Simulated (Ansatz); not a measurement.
# Y2C: the cost of one run

Program: Ansatz 0.2.0. Level of theory: DFT PBEsol, scalar-relativistic, plane waves, PAW. These are calculated values, not measurements.

## (1) Starting point

Symmetry: R-3m, No. 166, trigonal system. The conventional cell has a = 3.625 Å, b = 3.625 Å, c = 17.964 Å, α = 90.00°, β = 90.00°, γ = 120.00°. Y (site symmetry 3m) has 3 C at 2.49 Å as nearest neighbours. C (site symmetry -3m) has 6 Y at 2.49 Å as nearest neighbours.

Coordinates:

```cif
data_structure
_symmetry_space_group_name_H-M 'R-3m:H'
_symmetry_Int_Tables_number 166
_cell_length_a 3.6248
_cell_length_b 3.6248
_cell_length_c 17.9640
_cell_angle_alpha 90.000
_cell_angle_beta 90.000
_cell_angle_gamma 120.000
_cell_volume 204.41
loop_
_atom_site_label
_atom_site_type_symbol
_atom_site_symmetry_multiplicity
_atom_site_Wyckoff_symbol
_atom_site_fract_x
_atom_site_fract_y
_atom_site_fract_z
_atom_site_occupancy
Y1 Y 6 c 0.33333 0.66667 0.92460 1
C1 C 3 a 0.00000 0.00000 0.00000 1
```

Source of the structure: the Crystallography Open Database.

(A quick probe on a coarse mesh, which set the mesh and smearing, is not shown.)

## (3) Relaxing cell and atoms

input.yaml reads:

```yaml
crystal:
  lattice:
    - [1.812415, 1.0463982881, 5.988]
    - [-1.812415, 1.0463982881, 5.988]
    - [0.0, -2.0927965763, 5.988]
  atoms:
    - { symbol: "Y", position: [0.25793, 0.25793, 0.25793] }
    - { symbol: "Y", position: [0.74207, 0.74207, 0.74207] }
    - { symbol: C, position: [0.0, 0.0, 0.0] }
basis:
  ecutwfc: 420
kpoints:
  mp_grid: { grid: [15, 15, 15] }
hamiltonian:
  xc: pbesol
scf:
  occupations: { method: gaussian, width: 0.1 }
output:
  forces: true
  stress: true
  eigenvalues: true
  write_density: true
  write_potential: true
  elf: true
  volumetric_format: npy
relax:
  adjacent_minimum: "off"
  f_tol: 0.005
  max_steps: 80
  cell: { stress_tol: 0.05 }
```

The run is started by

```
$ ansatz run input.yaml --threads 1 --pin off --max-ram 2560MiB --backend cpu --events-out ev --progress --plain --runs-dir out
```

Q: Estimate wall time and peak memory on 1 thread of an x86-64 CPU, shared host.

About 3 min, with a peak of 0.67 GiB.
